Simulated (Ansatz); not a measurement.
**Cl₂F₃HMoO: a spread of methods and bases**

How do the results and run time of Cl₂F₃HMoO respond when the settings are drawn wide?

Method: the settings change from run to run; program: Ansatz 0.2.0, Gaussian basis.

## Step 1: The relaxed structure

The structure was relaxed beforehand with PBE0-D4 in a triple-zeta def2 set. Mo takes a core potential in def2 sets; no spin-orbit term is included.

SMILES `[OH][Mo]([F])([F])([F])([Cl])[Cl]`, 8 atoms, charge 0, spin multiplicity 1.

Atoms are counted from 1 here; the program's logs count them from 0.

Bond lengths: O1–Mo2 1.820 Å, O1–H8 0.962 Å, Mo2–F3 1.834 Å, Mo2–F4 1.834 Å, Mo2–F5 1.829 Å, Mo2–Cl6 2.319 Å, Mo2–Cl7 2.261 Å. Angles: Mo2–O1–H8 135.8°, O1–Mo2–F3 93.3°, O1–Mo2–F4 93.3°, O1–Mo2–F5 167.1°, O1–Mo2–Cl6 84.0°, O1–Mo2–Cl7 96.3°, F3–Mo2–F4 172.3°, F3–Mo2–F5 87.2°, F3–Mo2–Cl6 92.3°, F3–Mo2–Cl7 87.7°, F4–Mo2–F5 87.3°, F4–Mo2–Cl6 92.3°, F4–Mo2–Cl7 87.7°, F5–Mo2–Cl6 83.0°, F5–Mo2–Cl7 96.7°, Cl6–Mo2–Cl7 179.7°.

## Step 2: PBE0/def2-SVP

File in.yaml:

```yaml
crystal:
  periodic: [false, false, false]
  atoms:
    - {symbol: O, position_ang: [-0.297005, -1.493037, 0.187560]}
    - {symbol: Mo, position_ang: [0.163458, 0.238609, -0.131548]}
    - {symbol: F, position_ang: [1.438347, 0.252516, 1.187347]}
    - {symbol: F, position_ang: [-0.968851, 0.385727, -1.567247]}
    - {symbol: F, position_ang: [0.324525, 2.059752, -0.183698]}
    - {symbol: Cl, position_ang: [-1.533524, 0.714255, 1.374995]}
    - {symbol: Cl, position_ang: [1.820267, -0.213591, -1.602125]}
    - {symbol: H, position_ang: [-0.947216, -1.944232, 0.734724]}
basis:
  gaussian: {orbitals: def2-SVP}
hamiltonian: {xc: {name: PBE0}}
output: {forces: true}
```

Launch:

```bash
$ ansatz run in.yaml --threads 4 --pin off --events-out ev --progress --plain --max-ram 11315MiB
```

What it wrote, shortened:

```text
Functional definition: PBE0
  name "PBE0"
  cite "Adamo & Barone, J. Chem. Phys. 110, 6158 (1999) doi:10.1063/1.478522"
  cite "Perdew, Burke & Ernzerhof, Phys. Rev. Lett. 77, 3865 (1996) doi:10.1103/PhysRevLett.77.3865"
  parent pbe
[...]
1207 factors; integrals over basis functions are off by at most 8.5e-4 eV
[...]
mean field -37085.72978133 eV, -1362.8754318533 hartree, gradient 7.5e-5 eV, S^2 0.000000; 0 other end points of the search recorded, 0 dependent functions left out
[...]
reference -37085.72983828 eV, -1362.8754339461 hartree; 42, 42 occupied and 86, 86 virtual orbitals, 1207 factors
Total energy: -37085.72983828 eV, -1362.8754339461 hartree
Atom 0 at    -0.297005    -1.493037     0.187560 Å, force     0.151858     0.191609    -0.124858 eV/Å
Atom 1 at     0.163458     0.238609    -0.131548 Å, force    -0.000435    -0.015096     0.001298 eV/Å
Atom 2 at     1.438347     0.252516     1.187347 Å, force     0.006607    -0.009317     0.039002 eV/Å
Atom 3 at    -0.968851     0.385727    -1.567247 Å, force    -0.040350    -0.005804    -0.009952 eV/Å
Atom 4 at     0.324525     2.059752    -0.183698 Å, force     0.018437     0.040187    -0.015563 eV/Å
Atom 5 at    -1.533524     0.714255     1.374995 Å, force    -0.147631     0.034622     0.129268 eV/Å
Atom 6 at     1.820267    -0.213591    -1.602125 Å, force     0.184584    -0.046131    -0.161726 eV/Å
Atom 7 at    -0.947216    -1.944232     0.734724 Å, force    -0.173070    -0.190069     0.142532 eV/Å
Dipole moment:    -0.172912    -0.607822     0.121802 e Å
```

Wall time 2.4 s (4 threads of Intel Xeon Platinum 8488C, shared host); peak memory 0.34 GiB.

Largest force 0.294 eV/Å, dipole 3.09 D.

## Step 3: BHLYP/def2-SVPD

Set apart from the defaults: a point charge of 2.00 e beside it, the search for lower states set to light.

Edit in.yaml of step 2 so:

```diff
@@ -12,4 +12,5 @@
 basis:
-  gaussian: {orbitals: def2-SVP}
-hamiltonian: {xc: {name: PBE0}}
+  gaussian: {orbitals: def2-SVPD, point_charges: [{charge: 2.00, position_ang: [6.310, -0.208, -0.260]}]}
+hamiltonian: {xc: {name: BHLYP}}
+scf: {lower_state_search: light}
 output: {forces: true}
```

The command is unchanged.

What it wrote, shortened:

```text
Functional definition: BHLYP
  name "BHLYP"
  cite "Becke, J. Chem. Phys. 98, 1372 (1993) doi:10.1063/1.464304"
  cite "Becke, Phys. Rev. A 38, 3098 (1988) doi:10.1103/PhysRevA.38.3098"
  cite "Lee, Yang & Parr, Phys. Rev. B 37, 785 (1988) doi:10.1103/PhysRevB.37.785"
[...]
1780 factors; integrals over basis functions are off by at most 7.9e-4 eV
[...]
mean field -37097.06967855 eV, -1363.2921653896 hartree, gradient 2.4e-5 eV, S^2 0.000000; 0 other end points of the search recorded, 0 dependent functions left out
[...]
reference -37097.06988635 eV, -1363.2921730262 hartree; 42, 42 occupied and 146, 146 virtual orbitals, 1780 factors
Total energy: -37097.06988635 eV, -1363.2921730262 hartree
Atom 0 at    -0.297005    -1.493037     0.187560 Å, force     0.229913     0.782028    -0.002211 eV/Å
Atom 1 at     0.163458     0.238609    -0.131548 Å, force    -3.111554     0.065378     0.665744 eV/Å
Atom 2 at     1.438347     0.252516     1.187347 Å, force     0.626342    -0.048053     0.113051 eV/Å
Atom 3 at    -0.968851     0.385727    -1.567247 Å, force     0.703809    -0.120604     0.431710 eV/Å
Atom 4 at     0.324525     2.059752    -0.183698 Å, force     0.164022    -0.349750    -0.004624 eV/Å
Atom 5 at    -1.533524     0.714255     1.374995 Å, force     0.432901    -0.068373    -0.290803 eV/Å
Atom 6 at     1.820267    -0.213591    -1.602125 Å, force     1.223072    -0.230584    -0.752040 eV/Å
Atom 7 at    -0.947216    -1.944232     0.734724 Å, force     0.035639    -0.071034    -0.122553 eV/Å
Dipole moment:    -0.933739    -0.539087     0.299977 e Å
```

Run time: 4.8 s. Hardware: 4 threads of Intel Xeon Platinum 8488C, shared host; peak memory 0.68 GiB.

Largest force 3.183 eV/Å, dipole 5.38 D.

## Step 4: LC-wPBE/x2c-TZVPPall

This run has charge +1, multiplicity 2, relativity set to scalar.

Edit in.yaml of step 3 so:

```diff
@@ -12,5 +12,5 @@
 basis:
-  gaussian: {orbitals: def2-SVPD, point_charges: [{charge: 2.00, position_ang: [6.310, -0.208, -0.260]}]}
-hamiltonian: {xc: {name: BHLYP}}
-scf: {lower_state_search: light}
-output: {forces: true}
+  gaussian: {orbitals: x2c-TZVPPall}
+total_charge: 1
+magnetization: {spin_polarized: true, initial_magnetization: 1}
+hamiltonian: {xc: {name: LC-wPBE}, pseudopotentials: {relativity: scalar}}
```

Launched as before.

What it wrote, shortened:

```text
Functional definition: LC-wPBE
  name "LC-wPBE"
  cite "Vydrov & Scuseria, J. Chem. Phys. 125, 234109 (2006) doi:10.1063/1.2409292"
  cite "Heyd & Scuseria, J. Chem. Phys. 120, 7274 (2004) doi:10.1063/1.1668634"
  cite "Ernzerhof & Perdew, J. Chem. Phys. 109, 3313 (1998) doi:10.1063/1.476928"
  cite "Perdew, Burke & Ernzerhof, Phys. Rev. Lett. 77, 3865 (1996) doi:10.1103/PhysRevLett.77.3865"
  parent pbe
[...]
1803 factors; their error is unknown
411 factors; integrals over basis functions are off by at most 3.2e-5 eV
[...]
mean field -145485.97441666 eV, -5346.5109458771 hartree, gradient 1.2e-5 eV, S^2 0.758429; 4 other end points of the search recorded, 0 dependent functions left out
reference -145485.97441668 eV, -5346.5109458775 hartree; 56, 55 occupied and 245, 246 virtual orbitals, 1803 factors
Total energy: -145485.97441668 eV, -5346.5109458775 hartree
Relativity: scalar
```

Wall time 35 s (4 threads of Intel Xeon Platinum 8488C, shared host); peak memory 2 GiB.

⟨S²⟩ 0.758.

## Step 5: BHLYP/def2-mTZVP

Options: charge +1, multiplicity 2, coordinates scaled by 1.05.

File in.yaml:

```yaml
crystal:
  periodic: [false, false, false]
  atoms:
    - {symbol: O, position_ang: [-0.311856, -1.567689, 0.196938]}
    - {symbol: Mo, position_ang: [0.171631, 0.250540, -0.138126]}
    - {symbol: F, position_ang: [1.510265, 0.265142, 1.246715]}
    - {symbol: F, position_ang: [-1.017293, 0.405013, -1.645609]}
    - {symbol: F, position_ang: [0.340751, 2.162740, -0.192883]}
    - {symbol: Cl, position_ang: [-1.610200, 0.749968, 1.443745]}
    - {symbol: Cl, position_ang: [1.911280, -0.224271, -1.682231]}
    - {symbol: H, position_ang: [-0.994577, -2.041444, 0.771461]}
basis:
  gaussian: {orbitals: def2-mTZVP}
total_charge: 1
magnetization: {spin_polarized: true, initial_magnetization: 1}
hamiltonian: {xc: {name: BHLYP}}
```

Same command.

What it wrote, shortened:

```text
Functional definition: BHLYP
  name "BHLYP"
  cite "Becke, J. Chem. Phys. 98, 1372 (1993) doi:10.1063/1.464304"
  cite "Becke, Phys. Rev. A 38, 3098 (1988) doi:10.1103/PhysRevA.38.3098"
  cite "Lee, Yang & Parr, Phys. Rev. B 37, 785 (1988) doi:10.1103/PhysRevB.37.785"
[...]
1435 factors; integrals over basis functions are off by at most 1.0e-3 eV
[...]
mean field -37103.31173751 eV, -1363.5215568257 hartree, gradient 3.9e-6 eV, S^2 0.785210; 6 other end points of the search recorded, 0 dependent functions left out
reference -37103.31195609 eV, -1363.5215648582 hartree; 42, 41 occupied and 119, 120 virtual orbitals, 1435 factors
Total energy: -37103.31195609 eV, -1363.5215648582 hartree
```

Wall time 18 s (4 threads of Intel Xeon Platinum 8488C, shared host); peak memory 0.8 GiB.

⟨S²⟩ 0.785.

## Step 6: PBE/def2-TZVPD

This run has D3(BJ) with three-body dispersion.

File in.yaml:

```yaml
crystal:
  periodic: [false, false, false]
  atoms:
    - {symbol: O, position_ang: [-0.297005, -1.493037, 0.187560]}
    - {symbol: Mo, position_ang: [0.163458, 0.238609, -0.131548]}
    - {symbol: F, position_ang: [1.438347, 0.252516, 1.187347]}
    - {symbol: F, position_ang: [-0.968851, 0.385727, -1.567247]}
    - {symbol: F, position_ang: [0.324525, 2.059752, -0.183698]}
    - {symbol: Cl, position_ang: [-1.533524, 0.714255, 1.374995]}
    - {symbol: Cl, position_ang: [1.820267, -0.213591, -1.602125]}
    - {symbol: H, position_ang: [-0.947216, -1.944232, 0.734724]}
basis:
  gaussian: {orbitals: def2-TZVPD}
hamiltonian: {xc: {name: PBE}, dispersion: d3bjatm}
```

Same command.

What it wrote:

```text
Functional definition: PBE
  name "PBE"
  cite "Perdew, Burke & Ernzerhof, Phys. Rev. Lett. 77, 3865 (1996) doi:10.1103/PhysRevLett.77.3865"
  parent pbe
  parameter kappa = 0.804
  parameter beta = 0.06672455060314922
  exchange = pbe_x(kappa = kappa, mu = beta*pi^2/3)
  correlation = pbe_c(beta = beta)
1694 factors; their error is unknown
mean field evaluation 1: about -37093.1167 eV, gradient 9.8e1 eV
mean field evaluation 2: about -36817.9772 eV, gradient 3.7e2 eV
mean field evaluation 4: about -37095.9867 eV, gradient 8.2e1 eV
mean field evaluation 8: about -37108.1849 eV, gradient 3.7e0 eV
mean field evaluation 16: about -37108.2028 eV, gradient 3.4e-3 eV
mean field -37108.20282071 eV, -1363.7013008177 hartree, gradient 4.2e-5 eV, S^2 0.000000; 0 other end points of the search recorded, 0 dependent functions left out
reference -37108.20290596 eV, -1363.7013039506 hartree; 42, 42 occupied and 259, 259 virtual orbitals, 1694 factors
Total energy: -37108.46552651 eV, -1363.7109550778 hartree
```

It took 3.3 s on 4 threads of Intel Xeon Platinum 8488C, shared host; peak memory 0.59 GiB.

## Step 7: B3LYP/def2-SVP

Set apart from the defaults: atoms shaken by 0.08 Å, high accuracy.

File in.yaml:

```yaml
crystal:
  periodic: [false, false, false]
  atoms:
    - {symbol: O, position_ang: [-0.333930, -1.382747, 0.220255]}
    - {symbol: Mo, position_ang: [0.134895, 0.170121, -0.252089]}
    - {symbol: F, position_ang: [1.395290, 0.162577, 1.128184]}
    - {symbol: F, position_ang: [-0.857854, 0.632352, -1.556672]}
    - {symbol: F, position_ang: [0.433594, 2.093019, -0.299233]}
    - {symbol: Cl, position_ang: [-1.377554, 0.718246, 1.549400]}
    - {symbol: Cl, position_ang: [2.072807, -0.346952, -1.716326]}
    - {symbol: H, position_ang: [-1.058023, -1.866584, 0.852832]}
basis:
  gaussian: {orbitals: def2-SVP}
hamiltonian: {xc: {name: B3LYP}}
accuracy: high
output: {forces: true}
```

The command is unchanged.

What it wrote, shortened:

```text
Functional definition: B3LYP
  name "B3LYP"
  cite "Stephens, Devlin, Chabalowski & Frisch, J. Phys. Chem. 98, 11623 (1994) doi:10.1021/j100096a001"
  cite "Becke, Phys. Rev. A 38, 3098 (1988) doi:10.1103/PhysRevA.38.3098"
  cite "Lee, Yang & Parr, Phys. Rev. B 37, 785 (1988) doi:10.1103/PhysRevB.37.785"
  cite "Vosko, Wilk & Nusair, Can. J. Phys. 58, 1200 (1980) doi:10.1139/p80-159"
[...]
2785 factors; integrals over basis functions are off by at most 3.5e-9 eV
[...]
mean field -37104.07368844 eV, -1363.5495580058 hartree, gradient 6.2e-8 eV, S^2 0.000000; 0 other end points of the search recorded, 0 dependent functions left out
[...]
reference -37104.07373394 eV, -1363.5495596777 hartree; 42, 42 occupied and 86, 86 virtual orbitals, 2785 factors
Total energy: -37104.07373394 eV, -1363.5495596777 hartree
Atom 0 at    -0.333930    -1.382747     0.220255 Å, force    -4.632010    -6.759088     2.501458 eV/Å
Atom 1 at     0.134895     0.170121    -0.252089 Å, force     7.306730     5.817516     3.324077 eV/Å
Atom 2 at     1.395290     0.162577     1.128184 Å, force     0.258698     0.254174    -0.465201 eV/Å
Atom 3 at    -0.857854     0.632352    -1.556672 Å, force    -3.562123     0.427047    -4.352115 eV/Å
Atom 4 at     0.433594     2.093019    -0.299233 Å, force    -0.076598    -1.653124     0.546714 eV/Å
Atom 5 at    -1.377554     0.718246     1.549400 Å, force    -0.215271     0.209688    -0.528856 eV/Å
Atom 6 at     2.072807    -0.346952    -1.716326 Å, force    -1.591101     0.244179     0.890608 eV/Å
Atom 7 at    -1.058023    -1.866584     0.852832 Å, force     2.511675     1.459610    -1.916685 eV/Å
Dipole moment:    -0.610511    -0.962271     0.011970 e Å
```

Wall time 7 s (4 threads of Intel Xeon Platinum 8488C, shared host); peak memory 0.74 GiB.

Largest force 9.914 eV/Å, dipole 5.47 D.

## Step 8: HSE06/def2-TZVPD

This run has a grid of angular degree 23, D3(BJ) with three-body dispersion, high accuracy.

File in.yaml:

```yaml
crystal:
  periodic: [false, false, false]
  atoms:
    - {symbol: O, position_ang: [-0.297005, -1.493037, 0.187560]}
    - {symbol: Mo, position_ang: [0.163458, 0.238609, -0.131548]}
    - {symbol: F, position_ang: [1.438347, 0.252516, 1.187347]}
    - {symbol: F, position_ang: [-0.968851, 0.385727, -1.567247]}
    - {symbol: F, position_ang: [0.324525, 2.059752, -0.183698]}
    - {symbol: Cl, position_ang: [-1.533524, 0.714255, 1.374995]}
    - {symbol: Cl, position_ang: [1.820267, -0.213591, -1.602125]}
    - {symbol: H, position_ang: [-0.947216, -1.944232, 0.734724]}
basis:
  gaussian: {orbitals: def2-TZVPD, final_grid: {core_spheres: 8, valence_spheres: 7, degree: 23}}
hamiltonian: {xc: {name: HSE06}, dispersion: d3bjatm}
accuracy: high
```

Launched as before.

What it wrote, shortened:

```text
Functional definition: HSE06
  name "HSE06"
  cite "Heyd, Scuseria & Ernzerhof, J. Chem. Phys. 118, 8207 (2003) doi:10.1063/1.1564060"
  cite "Krukau, Vydrov, Izmaylov & Scuseria, J. Chem. Phys. 125, 224106 (2006) doi:10.1063/1.2404663"
  cite "Heyd & Scuseria, J. Chem. Phys. 120, 7274 (2004) doi:10.1063/1.1668634"
  cite "Ernzerhof & Perdew, J. Chem. Phys. 109, 3313 (1998) doi:10.1063/1.476928"
  cite "Perdew, Burke & Ernzerhof, Phys. Rev. Lett. 77, 3865 (1996) doi:10.1103/PhysRevLett.77.3865"
  parent pbe
[...]
  # The whole range is PBE's own exchange, as in plane waves. The composition of these papers is wPBEh.
[...]
4929 factors; integrals over basis functions are off by at most 6.0e-9 eV
176 factors; integrals over basis functions are off by at most 1.3e-9 eV
[...]
mean field -37106.72543958 eV, -1363.6470080629 hartree, gradient 2.5e-8 eV, S^2 0.000000; 0 other end points of the search recorded, 0 dependent functions left out
reference -37106.72544648 eV, -1363.6470083162 hartree; 42, 42 occupied and 259, 259 virtual orbitals, 4929 factors
Total energy: -37106.92961994 eV, -1363.6545115524 hartree
```

Wall time 18 s (4 threads of Intel Xeon Platinum 8488C, shared host); peak memory 3.1 GiB.

## Step 9: PBE0-DH/def2-mTZVP

This run has charge -1, multiplicity 2.

Edit in.yaml of step 8 so:

```diff
@@ -12,4 +12,6 @@
 basis:
-  gaussian: {orbitals: def2-TZVPD, final_grid: {core_spheres: 8, valence_spheres: 7, degree: 23}}
-hamiltonian: {xc: {name: HSE06}, dispersion: d3bjatm}
-accuracy: high
+  gaussian: {orbitals: def2-mTZVP}
+total_charge: -1
+magnetization: {spin_polarized: true, initial_magnetization: 1}
+hamiltonian: {xc: {name: PBE0-DH}}
+output: {forces: true}
```

Same command.

What it wrote, shortened:

```text
Functional definition: PBE0-DH
  name "PBE0-DH"
  cite "Brémond & Adamo, J. Chem. Phys. 135, 024106 (2011) doi:10.1063/1.3604569"
  cite "Perdew, Burke & Ernzerhof, Phys. Rev. Lett. 77, 3865 (1996) doi:10.1103/PhysRevLett.77.3865"
[...]
1435 factors; integrals over basis functions are off by at most 9.4e-4 eV
[...]
mean field -37099.34709096 eV, -1363.3758587521 hartree, gradient 2.8e-6 eV, S^2 0.755127; 4 other end points of the search recorded, 0 dependent functions left out
14 core orbitals not correlated: weight in the atoms' cores, before any rotation towards them, 1.000 or more for the frozen orbitals, at most 0.000 for the correlated occupied ones
reference -37099.34712596 eV, -1363.3758600384 hartree; 29, 28 occupied and 118, 119 virtual orbitals, 1435 factors
second order -49.53577627 eV of doubles, -0.00000000 eV of singles
[...]
Total energy: -37105.53909799 eV, -1363.6034108136 hartree
Atom 0 at    -0.297005    -1.493037     0.187560 Å, force    -0.374729    -1.732568     0.242568 eV/Å
Atom 1 at     0.163458     0.238609    -0.131548 Å, force     0.048129    -0.415642    -0.061134 eV/Å
Atom 2 at     1.438347     0.252516     1.187347 Å, force     1.802719     0.098420     2.040417 eV/Å
Atom 3 at    -0.968851     0.385727    -1.567247 Å, force    -1.772603     0.296914    -2.047121 eV/Å
Atom 4 at     0.324525     2.059752    -0.183698 Å, force     0.203018     1.409755    -0.110305 eV/Å
Atom 5 at    -1.533524     0.714255     1.374995 Å, force    -1.364319     0.279742     1.205347 eV/Å
Atom 6 at     1.820267    -0.213591    -1.602125 Å, force     1.336776    -0.362663    -1.184732 eV/Å
Atom 7 at    -0.947216    -1.944232     0.734724 Å, force     0.121007     0.426042    -0.085040 eV/Å
Dipole moment:    -0.120308    -0.547086     0.078712 e Å
```

Wall time 29 s (4 threads of Intel Xeon Platinum 8488C, shared host); peak memory 1 GiB.

Largest force 2.724 eV/Å, ⟨S²⟩ 0.755.

## Step 10: wB97X/x2c-TZVPPall

Options: multiplicity 3, a point charge of 1.00 e beside it, the search for lower states set to off.

Edit in.yaml of step 9 so:

```diff
@@ -12,6 +12,6 @@
 basis:
-  gaussian: {orbitals: def2-mTZVP}
-total_charge: -1
-magnetization: {spin_polarized: true, initial_magnetization: 1}
-hamiltonian: {xc: {name: PBE0-DH}}
+  gaussian: {orbitals: x2c-TZVPPall, point_charges: [{charge: 1.00, position_ang: [6.649, -0.979, -0.085]}]}
+magnetization: {spin_polarized: true, initial_magnetization: 2}
+hamiltonian: {xc: {name: wB97X}}
+scf: {lower_state_search: off}
 output: {forces: true}
```

The command is unchanged.

What it wrote, shortened:

```text
Functional definition: wB97X
  name "wB97X"
  cite "Chai & Head-Gordon, J. Chem. Phys. 128, 084106 (2008) doi:10.1063/1.2834918"
  cite "Becke, J. Chem. Phys. 107, 8554 (1997) doi:10.1063/1.475007"
[...]
  # The coefficients of nought are those of the uniform gas.
[...]
      + exact_x_lr(omega)
[...]
      + integral(e_c_pw_opposite_spin*poly(b97_u_opposite, 1, cos1, cos2, cos3, cos4))
[...]
1876 factors; their error is unknown
285 factors; integrals over basis functions are off by at most 7.9e-5 eV
[...]
mean field -145519.26089378 eV, -5347.7342013488 hartree, gradient 3.0e-6 eV, S^2 2.007841; 0 other end points of the search recorded, 0 dependent functions left out
[...]
reference -145519.26083173 eV, -5347.7341990683 hartree; 57, 55 occupied and 244, 246 virtual orbitals, 1876 factors
Total energy: -145519.26083173 eV, -5347.7341990683 hartree
Relativity: scalar
Atom 0 at    -0.297005    -1.493037     0.187560 Å, force    -1.317239    -0.551648     1.226766 eV/Å
Atom 1 at     0.163458     0.238609    -0.131548 Å, force     3.204698    -0.413340    -3.683724 eV/Å
Atom 2 at     1.438347     0.252516     1.187347 Å, force     1.146531     0.094130     1.691979 eV/Å
Atom 3 at    -0.968851     0.385727    -1.567247 Å, force    -1.179325     0.217011    -0.856338 eV/Å
Atom 4 at     0.324525     2.059752    -0.183698 Å, force    -0.450986     0.620747     0.492749 eV/Å
Atom 5 at    -1.533524     0.714255     1.374995 Å, force    -2.010410     0.526720     1.762402 eV/Å
Atom 6 at     1.820267    -0.213591    -1.602125 Å, force     0.498078    -0.142605    -0.346358 eV/Å
Atom 7 at    -0.947216    -1.944232     0.734724 Å, force     0.226734    -0.388069    -0.266714 eV/Å
Dipole moment:    -1.243789    -0.307526     0.880397 e Å
Checks for a lower state left out: stability, starts, cluster_reference, orbital_swaps, neighbouring_geometries, increment
```

Run time: 26 s. Hardware: 4 threads of Intel Xeon Platinum 8488C, shared host; peak memory 2.2 GiB.

Largest force 4.900 eV/Å, dipole 7.47 D, ⟨S²⟩ 2.008.

## Step 11: All runs side by side

```
               level  charge  multiplicity               geometry  functions  energy (eV)   time
       PBE0/def2-SVP       0             1                relaxed        128   -37085.730  2.4 s
     BHLYP/def2-SVPD       0             1  relaxed, point charge        188   -37097.070  4.8 s
LC-wPBE/x2c-TZVPPall       1             2                relaxed        301  -145485.974   35 s
    BHLYP/def2-mTZVP       1             2                 scaled        161   -37103.312   18 s
      PBE/def2-TZVPD       0             1                relaxed        301   -37108.466  3.3 s
      B3LYP/def2-SVP       0             1                 shaken        128   -37104.074    7 s
    HSE06/def2-TZVPD       0             1                relaxed        301   -37106.930   18 s
  PBE0-DH/def2-mTZVP      -1             2                relaxed        161   -37105.539   29 s
  wB97X/x2c-TZVPPall       0             3  relaxed, point charge        301  -145519.261   26 s
```

## Step 12: Summary of results

```
                                         quantity                       value
                                             runs                           9
                                         quickest        PBE0/def2-SVP, 2.4 s
                                          slowest  LC-wPBE/x2c-TZVPPall, 35 s
spread of total energies, same state and geometry                     22.7 eV
```

In words: LC-wPBE/x2c-TZVPPall took 14 times as long as PBE0/def2-SVP. The jobs differ in tasks and options as well as level. The totals spread over 23 eV; they can't be compared across methods or bases. At the PBE0-D4/def2-TZVP geometry and in the same state, the sound runs without point charges leave forces up to 0.29 eV/Å (PBE0/def2-SVP), against 9.9 eV/Å where the atoms were moved.
